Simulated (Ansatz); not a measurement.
# In3Ga2As5: the cost of one run

Computed with Ansatz 0.2.0 (DFT PBE, scalar-relativistic, plane waves, PAW, unless a step's input says otherwise).

1 further run of the same task is left out (it didn't finish). Runs told in other sessions of the task aren't counted.

### 1 The starting structure

The structure is tetragonal, space group I-4m2 (No. 119). Conventional cell: a = 4.241 Å, b = 4.241 Å, c = 30.222 Å, α = 90.00°, β = 90.00°, γ = 90.00°. Around In (site symmetry 2mm) lie 4 As at 2.65 to 2.66 Å. In (site symmetry -4m2) is surrounded by 4 As at 2.65 Å. Around Ga (site symmetry 2mm) lie 4 As at 2.53 Å. As (site symmetry 2mm) is surrounded by 2 Ga at 2.53 Å and 2 In at 2.66 Å. As (site symmetry -4m2) is surrounded by 4 Ga at 2.53 Å. As (site symmetry 2mm) is surrounded by 4 In at 2.65 Å.

Structure file:

```xyz
10
Lattice="-2.1207 2.1207 15.1109 2.1207 -2.1207 15.1109 2.1207 2.1207 -15.1109" Properties=species:S:1:pos:R:3 pbc="T T T"
In    0.0000    0.0000   18.3014
In    0.0000    0.0000   11.9204
In    0.0000    0.0000    0.0000
Ga    0.0000    0.0000    6.1714
Ga    0.0000    0.0000   24.0504
As    2.1207    0.0000    4.7979
As    0.0000    2.1207    7.5554
As    2.1207    0.0000   10.3130
As    0.0000    2.1207   13.5154
As    0.0000    2.1207    1.5955
```

It is the end of an earlier relaxation with the same method, from a generated guess; it needn't be the stable form of this composition. At a tolerance of 0.05 Å it has space group I-4m2 (No. 119); it has 27.18 Å³/atom, an uncorrected energy of -0.27 eV/atom over the elements.

### 2 Electronic structure at the relaxed geometry

File input.yaml:

```yaml
crystal:
  lattice:
    - [-2.120701, 2.120701, 15.1108959]
    - [2.120701, -2.120701, 15.1108959]
    - [2.120701, 2.120701, -15.1108959]
  atoms:
    - { symbol: In, position: [0.605571, 0.605571, 0.0] }
    - { symbol: In, position: [0.394429, 0.394429, 0.0] }
    - { symbol: In, position: [0.0, 0.0, 0.0] }
    - { symbol: Ga, position: [0.204204, 0.204204, 0.0] }
    - { symbol: Ga, position: [0.795796, 0.795796, 0.0] }
    - { symbol: As, position: [0.158757, 0.658757, 0.5] }
    - { symbol: As, position: [0.75, 0.25, 0.5] }
    - { symbol: As, position: [0.341243, 0.841243, 0.5] }
    - { symbol: As, position: [0.947206, 0.447206, 0.5] }
    - { symbol: As, position: [0.552794, 0.052794, 0.5] }
basis:
  ecutwfc: 420
kpoints:
  mp_grid: { grid: [12, 12, 12] }
  band_path:
    path:
      - [[0.0, 0.0, 0.0], [0.0, 0.0, 0.5], [0.25, 0.25, 0.25], [0.0, 0.5, 0.0], [0.0, 0.0, 0.0], [0.5, 0.5, -0.5], [0.254924, 0.745076, -0.254924]]
      - [[-0.254924, 0.254924, 0.254924], [0.0, 0.0, 0.0]]
      - [[0.0, 0.0, 0.5], [-0.00984801, 0.00984801, 0.5]]
      - [[0.5, 0.5, -0.00984801], [0.5, 0.5, -0.5]]
    npoints: 14
hamiltonian:
  xc: pbe
scf:
  occupations: { method: gaussian, width: 0.1 }
  n_extra_bands: 25
output:
  forces: true
  stress: true
  eigenvalues: true
  populations: true
  dos: { projected: true, de: 0.02, nscf_kmesh: { grid: [15, 15, 15] } }
  bader: true
  write_density: true
  write_potential: true
  elf: true
  volumetric_format: npy
```

Command:

```
ansatz run input.yaml --threads 4 --pin off --max-ram 8192MiB --backend cpu --events-out ev --progress --plain --runs-dir out
```

**Question.** How long does this run take on 4 threads of AMD EPYC 7R43 (Zen 3), shared host, and how much memory does it need?

About 10 min, with a peak of 4.7 GiB.
